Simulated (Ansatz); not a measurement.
AlO2:

```
CELL_PARAMETERS angstrom
1.48816 -5.40283 0.00000
1.48816 5.40283 0.00000
0.00000 0.00000 3.64661
ATOMIC_POSITIONS crystal
Al 0.66813 0.33187 0.75000
Al 0.33187 0.66813 0.25000
O 0.06107 0.93893 0.75000
O 0.93893 0.06107 0.25000
O 0.29418 0.70582 0.75000
O 0.70582 0.29418 0.25000
```

The cell comes from a database or a generator and needn't be the stable form of this composition.

* Program: Ansatz 0.2.0
* Task: single point
* Functional: PBE
* Potentials or basis: Ansatz PAW
* Cutoff: 420 eV (not typed: the program's choice for these potentials)
* k mesh: 9 × 9 × 7
* Occupations: fermi-dirac, width 0.05 eV
* Spin: no spin polarisation

On this cell: pressure -1.2 GPa; largest force 0.698 eV/Å; band gap on the k mesh none (metal or under the smearing width).

The same run follows on a disturbed copy (atoms moved at random, drawn with an rms of 0.05 Å):

```xyz
6
Lattice="1.4882 -5.4028 0.0000 1.4882 5.4028 0.0000 0.0000 0.0000 3.6466" Properties=species:S:1:pos:R:3 pbc="T T T"
Al    1.4433   -1.7934    2.7968
Al    1.5185    1.8622    0.9168
O     1.5312    4.7253    2.6599
O     1.5484   -4.7429    0.8865
O     1.5208    2.2987    2.7313
O     1.4961   -2.2344    0.9177
```

What changes?

The energy (extrapolated to zero smearing) moves by +27.9 meV/atom; pressure 1.4 GPa; largest force 1.698 eV/Å; band gap on the k mesh none (metal or under the smearing width).

Forces in eV/Å, atoms in the order of the input:
```
Al   1.331  0.049 -1.053
Al   0.103 -0.526  0.020
O   -1.005  1.278  0.161
O   -0.248 -0.307  0.195
O   -0.280 -0.823  0.323
O    0.099  0.329  0.354
```

Stress tensor (GPa, compression positive):
```
 0.31 -0.72  0.43
-0.72  1.25 -0.07
 0.43 -0.07  2.55
```
